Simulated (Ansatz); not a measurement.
# LuZn: the cost of one run

All numbers are computed with Ansatz 0.2.0, driven from Python. Level of theory: DFT LDA, plane waves, PAW.

## (1) The structure

LuZn Pm-3m: The structure is cubic, space group Pm-3m (No. 221). Conventional cell: a = 3.491 Å, b = 3.491 Å, c = 3.491 Å, α = 90.00°, β = 90.00°, γ = 90.00°. Lu (site symmetry m-3m) has 8 Zn at 3.02 Å as nearest neighbours. Around Zn (site symmetry m-3m) lie 8 Lu at 3.02 Å.

Lu P6_3/mmc: Symmetry: P6_3/mmc, No. 194, hexagonal system. The conventional cell has a = 3.503 Å, b = 3.503 Å, c = 5.551 Å, α = 90.00°, β = 90.00°, γ = 120.00°. Around Lu (site symmetry -6m2) lie 12 Lu at 3.43 to 3.50 Å.

Zn P6_3/mmc: The structure is hexagonal, space group P6_3/mmc (No. 194). Conventional cell: a = 2.670 Å, b = 2.670 Å, c = 4.966 Å, α = 90.00°, β = 90.00°, γ = 120.00°. Around Zn (site symmetry -6m2) lie 12 Zn at 2.67 to 2.92 Å.

The script holds or builds the structure itself.

## (2) The code

File run_formation.py:

```python
"""Is LuZn bound against its elements, after relaxing cells and atoms."""

from collections import Counter
import warnings

import ansatz as az
import numpy as np

PHASES = {
    "LuZn": (
        [[3.491, 0.0, 0.0], [0.0, 3.491, 0.0], [0.0, 0.0, 3.491]],
        [
            ("Lu", [0.0, 0.0, 0.0]),
            ("Zn", [0.5, 0.5, 0.5]),
        ],
    ),
    "Lu": (
        [[3.5031, 0.0, 0.0], [-1.75155, 3.033774, 0.0], [0.0, 0.0, 5.5509]],
        [
            ("Lu", [1 / 3, 2 / 3, 0.25]),
            ("Lu", [2 / 3, 1 / 3, 0.75]),
        ],
    ),
    "Zn": (
        [[2.67, 0.0, 0.0], [-1.335, 2.312288, 0.0], [0.0, 0.0, 4.966]],
        [
            ("Zn", [1 / 3, 2 / 3, 0.25]),
            ("Zn", [2 / 3, 1 / 3, 0.75]),
        ],
    ),
}


def build(vectors, sites):
    crystal = az.Crystal(lattice=az.Lattice.of(vectors))
    for symbol, position in sites:
        crystal = crystal.atom(symbol, position)
    return crystal


def compute(name, crystal):
    calc = (
        crystal.calculation()
        .basis(510)
        .functional("lda")
        .kpoints(spacing=0.14)
        .occupations("cold", width=0.05)
        .stress()
    )
    calc = calc.relax(force_tolerance=0.01, cell=True)
    return calc.run(threads=1, pin="off")


def counts(outcome):
    return Counter(site.symbol for site in outcome.lattice.sites)

def formation_energy(outcome, mu):
    n = counts(outcome)
    return (outcome.report["energy_sigma0_ev"] - sum(k * mu[element] for element, k in n.items())) / sum(n.values())


def volume_per_atom(outcome):
    return abs(np.linalg.det(outcome.lattice.cell_ang)) / len(outcome.lattice.sites)

warnings.simplefilter("ignore", az.DeckWarning)

phases = {name: build(*cell) for name, cell in PHASES.items()}

done = {}
for name, crystal in phases.items():
    done[name] = compute(name, crystal)
    print(f"{name}: {done[name].report['energy_sigma0_ev']:.4f} eV, {len(done[name].lattice.sites)} atoms")

# energy of one atom in its reference phase
references = {"Lu": "Lu", "Zn": "Zn"}
mu = {element: done[name].report["energy_sigma0_ev"] / len(done[name].lattice.sites) for element, name in references.items()}

target = done["LuZn"]
heat = formation_energy(target, mu)
for element, value in mu.items():
    print(f"mu({element}) = {value:.4f} eV from {references[element]}, {volume_per_atom(done[references[element]]):.2f} A^3/atom")
print(f"formation energy of LuZn: {heat:.4f} eV/atom = {96.4853 * heat:.1f} kJ/mol of atoms")
```

## (3) Launch

On the command line:

```console
$ python run_formation.py
```

**Question.** How long does this script take on 1 thread of Arm Neoverse V1, shared host, and how much memory does it need?

About 3.5 min, with a peak of 0.59 GiB.
